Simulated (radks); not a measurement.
# Zr⁴⁺ in [Kr]: an all-electron calculation

The task here is to estimate one member of a computed series from the others.

The numbers are computed with radks (a radial shooting solver on a logarithmic mesh, Libxc functionals) version 1 (scalar-relativistic Kohn-Sham, exchange-only B88, spin-unpolarised, spherical densities, point nucleus), except any that are marked as measured or tabulated.

### Starting point

```
element       : zirconium (Z = 40)
charge        : +4
electrons     : 36
configuration : [Kr]
```

Outer shells as boxes (Hund's rule):

Zr⁴⁺
```
[Ar] core
3d [↑↓][↑↓][↑↓][↑↓][↑↓]
4s [↑↓]
4p [↑↓][↑↓][↑↓]
```

The first run:

The run's settings:

```text
Z 40
configuration [Kr] 5s0 4d0
relativity scalar-relativistic
functional b88,
spin unpolarised
nucleus point
c 137.035999084
```

Among the steps run: Self-consistent calculation.

One table of the session follows, with a row left open; its other results are not shown here.

It belongs to the step «Orbitals and density». From the orbitals of this run (lengths in bohr):

| level | <r> | outermost maximum (interpolated) | 90 % within | nodes |
| --- | --- | --- | --- | --- |
| 1s | ? | ? | ? | ? |
| 2s | 0.1626 | 0.137 | 0.251 | 1 |
| 2p | 0.1417 | 0.109 | 0.231 | 0 |
| 3s | 0.4585 | 0.408 | 0.679 | 2 |
| 3p | 0.4620 | 0.402 | 0.700 | 1 |
| 3d | 0.4521 | 0.347 | 0.727 | 0 |
| 4s | 1.190 | 1.07 | 1.73 | 3 |
| 4p | 1.318 | 1.16 | 1.94 | 2 |
| 4d | 1.723 | 1.45 | 2.62 | 1 |
| 5s | 2.730 | 2.56 | 3.87 | 4 |

Estimate the missing values for 1s.

**Answer.** <r>: 0.03707; outermost maximum (interpolated): 0.0241; 90 % within: 0.0664; nodes: 0. In the column «<r>» it is the lowest.
